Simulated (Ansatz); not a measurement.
# SbAs2 (P4/mmm) in Ansatz: band structure with PBEsol

Aim: the band structure of SbAs2 with PBEsol.

Everything below comes from runs of Ansatz 0.2.0. Logs are shortened: lines on timing, memory, paths and dates and some standing lists are left out, and cuts for length are marked.

**1. The cell of the first run**

The structure is tetragonal, space group P4/mmm (No. 123). The conventional cell has a = 5.837 Å, b = 5.837 Å, c = 5.624 Å, α = 90.00°, β = 90.00°, γ = 90.00°. Around Sb (site symmetry 4/mmm) lie 4 As at 2.59 Å and 2 Sb at 2.81 Å. Sb (site symmetry 4/mmm) is surrounded by 2 Sb at 2.81 Å. As (site symmetry m2m) is surrounded by 2 As at 2.17 Å.

The cell was built by a generator and needn't be a form met in nature.

**2. Band structure, PBEsol, non-collinear spin, ferromagnetic start, spin-orbit coupling**

File run.py:

```python
import json

import ase.io
import numpy as np

import ansatz as az

atoms = ase.io.read("POSCAR", format="vasp")
atoms.set_initial_magnetic_moments([[0.5, 0.0, 0.0], [0.5, 0.0, 0.0], [0.0, 0.0, 0.0], [0.0, 0.0, 0.0], [0.0,
    0.0, 0.0], [0.0, 0.0, 0.0]])

calculation = (
    az.Crystal.from_ase(atoms)
    .calculation()
    .kpoints(4, 4, 4)
    .functional("pbesol")
    .pseudopotentials(kind="paw_fr")
    .spin("noncollinear", soc=True)
    .scf(extra_bands=15)
    .occupations(method="fermi_dirac", width=0.05)
    .band_structure(path=(((0.0, 0.0, 0.0), (0.0, 0.5, 0.0), (0.5, 0.5, 0.0), (0.0, 0.0, 0.0), (0.0, 0.0, 0.5),
        (0.0, 0.5, 0.5), (0.5, 0.5, 0.5), (0.0, 0.0, 0.5)), ((0.0, 0.5, 0.0), (0.0, 0.5, 0.5)), ((0.5, 0.5, 0.0),
        (0.5, 0.5, 0.5))), intervals=14)
    .density()
    .potential()
    .output_files(volumetric_format="npy")
    .electron_localization_function()
    .forces()
    .stress()
    .band_table(publish=True)
)
outcome = calculation.run(threads=2, events_out="events.jsonl")

report = outcome.report
for line in open("events.jsonl"):
    event = json.loads(line)
    if event["event"] == "scf_iter":
        d = event["data"]
        print(f"SCF {d['iter']:3d}  HF = {d['harris_foulkes_ev']:.6f} eV  dr2 = {d['dr2_ev']:.2e} eV")
    elif event["event"] in ("relax_step", "md_step"):
        d = event["data"]
        print(f"{event['event']} {d['step']:3d}  E = {d['lagrangian_ev']:.6f} eV")
np.set_printoptions(precision=5, suppress=True, linewidth=110)
print("converged:", report["converged"], "after", report["n_iterations"], "iterations")
print(f"free energy {report['free_energy_ev']:.6f} eV, Fermi level {report['fermi_energy_ev']:.4f} eV")
for key in ("band_edges_ev", "magnetization_mub", "site_moments_mub", "site_moments_nc_mub", "forces_ev_ang",
                "stress_gpa", "kpoints_frac", "eigenvalues_ev"):
    if report.get(key) is not None:
        print(key, np.array(report[key]), sep="\n")
```

File POSCAR:

```
SbAs2
1.0
    5.8367536400      0.0000000000      0.0000000000
    0.0000000000      5.8367536400      0.0000000000
    0.0000000000      0.0000000000      5.6235406300
Sb As
2 4
Direct
    0.5000000000      0.5000000000      0.0000000000
    0.5000000000      0.5000000000      0.5000000000
    0.1858544800      0.1858544800      0.0000000000
    0.8141455200      0.8141455200      0.0000000000
    0.1858544800      0.8141455200      0.0000000000
    0.8141455200      0.1858544800      0.0000000000
```

Potentials or basis: Ansatz PAW.

The run is started by

```console
$ python run.py
```

Standard output:

```text
DeckWarning: basis.ecutwfc = 420 eV, auto-derived from the records' recommended cutoffs: set by Sb (normal level)
DeckWarning: output.stress: scf.convergence.dr2_threshold = 1e-7 eV (the SCF's general default) is looser than the 6e-10 eV advised for a printed stress (1e-10 eV for each atom of the cell: 6). What an SCF threshold leaves in a stress goes as its square root, and in the free energy as the threshold itself, and one threshold admits the most on a small cell: of the crystals measured, under no hybrid functional and no lock of the mo [...]
PlacementWarning: RAYON_NUM_THREADS=2 ignored (pool sized by the plan → 2); use plan(threads=…)
RunWarning: the starting moments were not kept: the SCF closed with an absolute magnetisation of 1.7e-5 μB, where they sum to 1 μB in size (2 sites). That is at most 0.1 of that sum. Measured as dr2_m measures the in/out step, that magnetisation stands 9.5e-12 eV from none, at or under the dr2_threshold of 1.0e-7 eV: it is no larger than a step whose dr2_m would equal this threshold. The system may hold no moment; this SCF shows [...]
SCF   1  HF = -32067.121416 eV  dr2 = 1.60e+00 eV
SCF   2  HF = -32067.005926 eV  dr2 = 8.95e-01 eV
SCF   3  HF = -32066.835232 eV  dr2 = 5.42e-02 eV
SCF   4  HF = -32066.832269 eV  dr2 = 7.07e-03 eV
SCF   5  HF = -32066.837672 eV  dr2 = 1.52e-03 eV
SCF   6  HF = -32066.840719 eV  dr2 = 3.23e-04 eV
SCF   7  HF = -32066.841684 eV  dr2 = 1.98e-05 eV
SCF   8  HF = -32066.842144 eV  dr2 = 7.87e-06 eV
SCF   9  HF = -32066.842833 eV  dr2 = 4.97e-06 eV
SCF  10  HF = -32066.842903 eV  dr2 = 2.08e-05 eV
SCF  11  HF = -32066.842964 eV  dr2 = 9.26e-05 eV
SCF  12  HF = -32066.843041 eV  dr2 = 2.06e-05 eV
SCF  13  HF = -32066.843092 eV  dr2 = 2.00e-06 eV
SCF  14  HF = -32066.843102 eV  dr2 = 2.64e-08 eV
SCF  15  HF = -32066.843104 eV  dr2 = 1.88e-08 eV
SCF  16  HF = -32066.843104 eV  dr2 = 9.36e-10 eV
SCF  17  HF = -32066.843104 eV  dr2 = 1.92e-10 eV
SCF  18  HF = -32066.843104 eV  dr2 = 1.21e-10 eV
converged: True after 18 iterations
free energy -32066.843104 eV, Fermi level 6.5125 eV
magnetization_mub
4.63339518387994e-06
site_moments_nc_mub
[[-0. -0. -0.]
 [ 0. -0. -0.]
 [-0.  0. -0.]
 [-0.  0.  0.]
 [-0. -0.  0.]
 [-0. -0. -0.]]
forces_ev_ang
[[ 0.       0.       0.     ]
 [ 0.       0.       0.     ]
 [ 2.38201  2.38201  0.     ]
 [-2.38201 -2.38201  0.     ]
 [ 2.38201 -2.38201 -0.     ]
 [-2.38201  2.38201 -0.     ]]
stress_gpa
[[19.21395  0.       0.     ]
 [ 0.      19.21396  0.     ]
 [ 0.      -0.       1.62796]]
kpoints_frac
[[ 0.    0.    0.  ]
 [ 0.    0.    0.25]
 [ 0.    0.   -0.5 ]
 [ 0.    0.25  0.  ]
 [ 0.    0.25  0.25]
 [ 0.    0.25 -0.5 ]
 [ 0.   -0.5   0.  ]
 [ 0.   -0.5   0.25]
 [ 0.   -0.5  -0.5 ]
 [ 0.25  0.    0.  ]
 [ 0.25  0.    0.25]
 [ 0.25  0.   -0.5 ]
 [ 0.25  0.25  0.  ]
 [ 0.25  0.25  0.25]
 [ 0.25  0.25 -0.5 ]
 [ 0.25 -0.5   0.  ]
 [ 0.25 -0.5   0.25]
 [ 0.25 -0.5  -0.5 ]
 [-0.5   0.    0.  ]
 [-0.5   0.    0.25]
 [-0.5   0.   -0.5 ]
 [-0.5   0.25  0.  ]
 [-0.5   0.25  0.25]
 [-0.5   0.25 -0.5 ]
 [-0.5  -0.5   0.  ]
 [-0.5  -0.5   0.25]
 [-0.5  -0.5  -0.5 ]]
eigenvalues_ev
[[-30.15832 -30.15832 -30.08656 ...  11.59167  11.59168  11.6686 ]
 [-30.15832 -30.15832 -30.08656 ...  10.8554   10.8554   11.69575]
 [-30.15832 -30.15832 -30.08656 ...  11.40009  11.40009  11.64904]
 ...
 [-30.15646 -30.15646 -30.08574 ...  11.34558  11.34558  11.73207]
 [-30.15646 -30.15646 -30.08574 ...  11.18359  11.1836   11.6692 ]
 [-30.15646 -30.15646 -30.08574 ...  11.70613  11.70613  12.07615]]
```

rho_z.tsv:

```text
# z_ang	rho[e/angstrom^3]	m_x[e/angstrom^3]	m_y[e/angstrom^3]	m_z[e/angstrom^3]	m_norm[e/angstrom^3]
# format = ansatz-planar-average/11
# lattice	5.836753640	0.000000000	0.000000000
# lattice	0.000000000	5.836753640	0.000000000
# lattice	0.000000000	0.000000000	5.623540630
# sites	6
# site	51	2.918376820	2.918376820	0.000000000
# site	51	2.918376820	2.918376820	2.811770315
# site	33	1.084786813	1.084786813	0.000000000
# site	33	4.751966827	4.751966827	0.000000000
# site	33	1.084786813	4.751966827	0.000000000
# site	33	4.751966827	1.084786813	0.000000000
0.000000	2.478196e0	-4.241445e-7	-3.593066e-25	1.017120e-25	6.197906e-7
0.140589	2.207979e0	-4.183746e-7	-2.080876e-25	-8.579414e-25	5.990499e-7
0.281177	1.589343e0	-3.974787e-7	-4.135903e-26	-4.466775e-25	5.479238e-7
0.421766	9.816381e-1	-3.557328e-7	1.980064e-25	-2.866698e-25	4.836907e-7
0.562354	5.806245e-1	-2.941963e-7	6.586426e-25	-8.762945e-26	4.086930e-7
0.702943	3.682602e-1	-2.231695e-7	-2.109311e-25	1.489959e-24	3.306189e-7
[... 32 lines left out ...]
5.342364	1.589343e0	-3.974787e-7	9.305782e-27	1.006058e-24	5.479238e-7
5.482952	2.207979e0	-4.183746e-7	2.639223e-25	3.113560e-25	5.990499e-7
```

Run time: 10 min. Hardware: 2 threads of Arm Neoverse V1, shared host; peak memory 3 GiB.

Results:

```yaml
Free_energy: -32066.8431 eV
Pressure: 13.4 GPa
Largest_force: 3.369 eV/Å
Band_gap_on_the_k_mesh: none (metal or under the smearing width)
Net_moment: 0.00 μB per cell
Absolute_moment: 0.00 μB per cell
```

Forces in eV/Å, atoms in the order of the input:
```
Sb   0.000  0.000  0.000
Sb   0.000  0.000  0.000
As   2.382  2.382  0.000
As  -2.382 -2.382  0.000
As   2.382 -2.382  0.000
As  -2.382  2.382  0.000
```

Levels at the corners of the path, in eV from the Fermi level:
| point | band 86 | band 87 | band 88 | band 89 | band 90 | band 91 | band 92 | band 93 | band 94 | band 95 |
| --- | --- | --- | --- | --- | --- | --- | --- | --- | --- | --- |
| Γ | -1.07 | -1.06 | -1.06 | -0.18 | -0.18 | 0.21 | 0.21 | 2.09 | 2.09 | 3.30 |
| X | -0.77 | -0.73 | -0.73 | -0.53 | -0.53 | -0.42 | -0.42 | 0.99 | 0.99 | 1.04 |
| M | -1.49 | -1.49 | -1.49 | -0.63 | -0.63 | -0.29 | -0.29 | 0.60 | 0.60 | 0.69 |
| Γ | -1.07 | -1.06 | -1.06 | -0.18 | -0.18 | 0.21 | 0.21 | 2.09 | 2.09 | 3.30 |
| Z | -1.92 | 0.45 | 0.45 | 0.47 | 0.47 | 0.90 | 0.90 | 1.02 | 1.02 | 1.82 |
| R | -1.11 | -0.95 | -0.95 | -0.42 | -0.42 | 0.19 | 0.19 | 0.40 | 0.40 | 1.00 |
| A | -2.46 | -0.36 | -0.36 | 0.44 | 0.44 | 0.48 | 0.48 | 0.54 | 0.54 | 1.01 |
| Z | -1.92 | 0.45 | 0.45 | 0.47 | 0.47 | 0.90 | 0.90 | 1.02 | 1.02 | 1.82 |
| X | -0.77 | -0.73 | -0.73 | -0.53 | -0.53 | -0.42 | -0.42 | 0.99 | 0.99 | 1.04 |
| R | -1.11 | -0.95 | -0.95 | -0.42 | -0.42 | 0.19 | 0.19 | 0.40 | 0.40 | 1.00 |
| M | -1.49 | -1.49 | -1.49 | -0.63 | -0.63 | -0.29 | -0.29 | 0.60 | 0.60 | 0.69 |
| A | -2.46 | -0.36 | -0.36 | 0.44 | 0.44 | 0.48 | 0.48 | 0.54 | 0.54 | 1.01 |

Moments on the atoms (μB; x, y, z):
```
Sb  0.00 0.00 0.00
Sb  0.00 0.00 0.00
As  0.00 0.00 0.00
As  0.00 0.00 0.00
As  0.00 0.00 0.00
As  0.00 0.00 0.00
```

Caveat: forces of over 1 eV/Å show positions far from the minimum, so gaps and moduli don't describe the material at rest; the starting moments weren't kept; the thresholds are loose for stress.
